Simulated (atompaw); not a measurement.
# Yb: generating and testing a PAW (atompaw) potential

Do these settings give a usable potential? It is generated, then checked for scattering, ghosts and hardness.

Method: atompaw 4.2.0.5, LDA (PW92), scalar-relativistic.

## Step 1: The design

Typed settings, in words:

| Property | Result |
| --- | --- |
| element | ytterbium (Yb, Z = 70) |
| type | PAW |
| frozen core | [Xe] |
| valence charge | 16 |
| reference configuration | 4f14 5d0 6s1 6p0 (charge +1) |
| partial waves | 6s (bound): rc 3.00 bohr; 6s channel at 0.4 Ry: rc 3.00 bohr; 6p (bound, empty): rc 3.00 bohr; 6p channel at 0.4 Ry: rc 3.00 bohr; 5d (bound, empty): rc 3.00 bohr; 5d channel at 1.05 Ry: rc 3.00 bohr; 4f (bound): rc 0.90 bohr; 4f channel at 3.8 Ry: rc 0.90 bohr |
| local potential | vpsmatchnc scheme with l = 4 at -0.5 Ry, radius 2.55 bohr |
| core correction | smooth core density matched at 2.40 bohr |
| augmentation charge | besselshape compensation charge, radius 2.65 bohr; PAW radius 3.00 bohr; waves and projectors: custom polynom2 7 10 vanderbiltortho |

An earlier all-electron run gives the scale for the radii.

All-electron outer shells of the reference configuration (LDA (PW92), scalar-relativistic, ld1.x):

```csv
shell,level (eV),outermost node (bohr),outermost maximum (bohr)
5s,-62.00,0.58,1.07
5p,-34.46,0.62,1.24
4f,-10.06,–,0.49
6s,-9.55,1.46,3.05
5d,-6.74,0.70,1.97
6p,-5.67,1.78,4.01
```

## Step 2: The generation run

Yb.input reads:

```
Yb 70
LDA-PW scalarrelativistic loggrid 2001 logderivrange -3 5 201
6 6 5 4 0 0
6 0 1
6 1 0
5 2 0
0 0 0
c
c
c
c
c
v
c
c
c
c
v
c
c
v
v
3
3.00 2.65 2.55 2.40
y
0.4
n
y
0.4
n
y
1.05
n
y
3.8
n
custom polynom2 7 10 vanderbiltortho besselshape
4 -0.5 vpsmatchnc
3.00
3.00
3.00
3.00
3.00
3.00
0.90
0.90
PWSCFOUT
UPFDX 0.0125d0 UPFXMIN -7.d0 UPFZMESH 70.d0
END
```

Run with:

```sh
$ atompaw < Yb.input > Yb.log
```

What does the calculation give? Wanted: cutoffs; bound ghosts; largest phase difference near zero energy, channels read; lowest eigenvalue of the overlap; share of valence orbitals outside the PAW sphere; UPF file.

As calculated:

```
                                                quantity                              value
                                                 cutoffs                     not determined
                                            bound ghosts                     not determined
largest phase difference near zero energy, channels read                          0.003 rad
         lowest eigenvalue of the overlap (Bessel basis)                          0.410 (s)
        share of valence orbitals outside the PAW sphere  6s 64 %, 6p 87 %, 5d 36 %, 4f 1 %
                                                UPF file                        not written
```

In words: Even at 400 Ry an occupied level stays 670 mRy from its reference, so no cutoffs are read; the levels have long settled, so the basis size isn't the cause: the level found isn't the valence state, or the test fails for this file. The basis also finds an s level at -4.44 Ry, a p level at -1.73 Ry, below the valence levels, which may be a ghost. Ghosts could not be judged. Near zero energy the phases of the channels with partial waves agree within 0.003 rad. The pseudo core plus compensation charge is negative at some radii, so no UPF file was written.
